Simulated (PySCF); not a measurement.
# C2ClF5 (SMILES FC(F)(F)C(F)(F)Cl): levels of theory compared

We compute a comparison of 6 runs (BLYP/def2-SVP, M06-L/def2-SVP, PBE/def2-SVP, TPSS/def2-SVP, revPBE/def2-SVP, CCSD(T)/def2-SVP) of C2ClF5. Input form: a Python script.

Program for the calculation: PySCF 2.14.0.

1 further run of the same task is left out (set aside as unsound or not needed).

## 1. The system as given

The species is C2ClF5 (8 atoms), meant as a singlet with charge 0. As SMILES, `FC(F)(F)C(F)(F)Cl`. The shape is that of a PBE0-D4/def2-TZVP optimisation.

Bond lengths: F1–C2 1.324 Å, C2–F3 1.324 Å, C2–F4 1.327 Å, C2–C5 1.552 Å, C5–F6 1.331 Å, C5–F7 1.331 Å, C5–Cl8 1.753 Å. Some angles: F1–C2–F3 109.3°, F1–C2–F4 108.9°, F1–C2–C5 110.4°, F3–C2–F4 108.9°, F3–C2–C5 110.4°, F4–C2–C5 109.0°, C2–C5–F6 108.5°, C2–C5–F7 108.5°, C2–C5–Cl8 111.1°, F6–C5–F7 108.5°.

## 2. A single-point energy at BLYP/def2-SVP (run 1)

The input, calc.py:

```python
# chloropentafluoroethane
from pyscf import gto, dft

mol = gto.Mole()
mol.atom = '''
F      0.902061    -3.105670    -0.696459
C     -0.000813    -0.836733    -1.240983
F     -2.349478    -1.059097    -2.074126
F      1.407487     0.184532    -3.047637
C      0.084660     0.892442     1.125804
F     -0.775279     3.167124     0.485886
F      2.477771     1.121193     1.863289
Cl    -1.746372    -0.363791     3.584262
'''
mol.basis = 'def2-svp'
mol.verbose = 4
mol.max_memory = 1860
mol.unit = 'bohr'
mol.build()

ks = dft.RKS(mol, xc='blyp')
ks.grids.level = 5
ks.conv_tol = 1e-10
ks.kernel()
if not ks.converged:
    ks = ks.newton().run(ks.mo_coeff, ks.mo_occ)

e_final = ks.e_tot
print('Final energy', e_final)
```

Launch:

```console
$ OMP_NUM_THREADS=1 python calc.py
```

The program printed:

```text
PySCF version 2.14.0

[... 82 lines left out ...]
converged SCF energy = -1034.96731090551
Final energy -1034.9673109055057
```

Run time: 38 s. Hardware: 1 thread of Intel Xeon at 2.70GHz, shared host; peak memory 0.66 GiB.

## 3. A single-point energy at M06-L/def2-SVP (run 2)

The input, start.xyz:

```xyz
8

F      0.477350    -1.643450    -0.368550
C     -0.000430    -0.442780    -0.656700
F     -1.243290    -0.560450    -1.097580
F      0.744810     0.097650    -1.612740
C      0.044800     0.472260     0.595750
F     -0.410260     1.675970     0.257120
F      1.311180     0.593310     0.986010
Cl    -0.924140    -0.192510     1.896710
```

The input, run.py:

```python
from pyscf import gto, dft

mol = gto.M(
    atom='start.xyz',
    basis='def2-svp',
    verbose=4,
    max_memory=1860,
    spin=0,
)

mf = dft.RKS(mol)
mf.xc = 'm06-l'
mf.conv_tol = 1e-10
mf.grids.level = 5
mf.kernel()
if not mf.converged:
    mf = mf.newton().run(mf.mo_coeff, mf.mo_occ)

e_tot = mf.e_tot
print('E(%s) = %.9f' % ('M06-L', e_tot))
```

Launch:

```console
$ OMP_NUM_THREADS=1 python run.py
```

The program printed:

```text
PySCF version 2.14.0

[... 78 lines left out ...]
converged SCF energy = -1034.97054184734
E(M06-L) = -1034.970541847
```

Wall time 56 s (1 thread of Intel Xeon at 2.70GHz, shared host); peak memory 0.67 GiB.

Runs 3 to 5 aren't shown in full; the table further down has their settings and results.

## 4. The energy at CCSD(T)/def2-SVP (run 6)

The input, calc.py:

```python
# chloropentafluoroethane
from pyscf import gto, scf, cc

mol = gto.Mole()
mol.atom = '''
F      0.902061    -3.105670    -0.696459
C     -0.000813    -0.836733    -1.240983
F     -2.349478    -1.059097    -2.074126
F      1.407487     0.184532    -3.047637
C      0.084660     0.892442     1.125804
F     -0.775279     3.167124     0.485886
F      2.477771     1.121193     1.863289
Cl    -1.746372    -0.363791     3.584262
'''
mol.basis = 'def2-svp'
mol.verbose = 4
mol.unit = 'bohr'
mol.max_memory = 1860
mol.build()

mf = scf.RHF(mol)
mf.conv_tol = 1e-10
mf.kernel()
if not mf.converged:
    mf = mf.newton().run(mf.mo_coeff, mf.mo_occ)

mycc = cc.CCSD(mf, frozen=12)
mycc.kernel()
e_t = mycc.ccsd_t()
etot = mycc.e_tot + e_t
print('Final energy', etot)
```

Launch:

```console
$ OMP_NUM_THREADS=1 python calc.py
```

The program printed:

```text
PySCF version 2.14.0

[... 66 lines left out ...]
converged SCF energy = -1031.81808769934
[... 12 lines left out ...]
Init t2, MP2 energy = -1033.12548579859  E_corr(MP2) -1.30739809924696
[... 12 lines left out ...]
CCSD converged
[... 2 lines left out ...]
Final energy -1033.1805123360134
```

It took 3.6 min on 1 thread of Intel Xeon at 2.70GHz, shared host; peak memory 1.2 GiB.

## 5. All runs side by side

```
run             level  integration grid  frozen core orbitals   energy (Eh)  dipole moment (D) of the reference  HOMO energy (eV)  LUMO energy (eV)  wall time
  1     BLYP/def2-SVP                 5                     –  -1034.967311                                0.33             -8.03             -0.31       38 s
  2    M06-L/def2-SVP                 5                     –  -1034.970542                                0.25             -8.85             -0.48       56 s
  3      PBE/def2-SVP                 5                     –  -1034.305134                                0.26             -8.27             -0.49       36 s
  4     TPSS/def2-SVP                 5                     –  -1035.099646                                0.24             -8.50             -0.42       61 s
  5   revPBE/def2-SVP                 5                     –  -1034.764059                                0.22             -8.23             -0.41       35 s
  6  CCSD(T)/def2-SVP                 –                    12  -1033.180512                                0.67            -13.83              5.20    3.6 min
```

## 6. What came out

| quantity | value |
| --- | --- |
| run 6: total energy | -1033.18051 Eh |
| run 6: dipole moment (Hartree–Fock density) | 0.67 D |
| run 6: HOMO energy (Hartree–Fock orbitals) | -13.83 eV |
| run 6: LUMO energy (Hartree–Fock orbitals) | 5.20 eV |
| run 6: HOMO–LUMO gap (Hartree–Fock orbitals) | 19.03 eV |
| run 6: correlation energy (12 core orbitals frozen) | -1362.4 mEh |
| run 6: (T) correction | -28.48 mEh |
| run 6: T1 diagnostic | 0.011 |

What this shows: Over runs 1, 2, 3, 4, 5 the dipole moment (its size) runs from 0.22 D (revPBE/def2-SVP) to 0.33 D (BLYP/def2-SVP). Over runs 1, 2, 3, 4, 5 the HOMO–LUMO gap runs from 7.72 eV (BLYP/def2-SVP) to 8.37 eV (M06-L/def2-SVP). Totals of different functionals can't be ranked against each other. All runs together took 7.3 min, the longest 3.6 min.
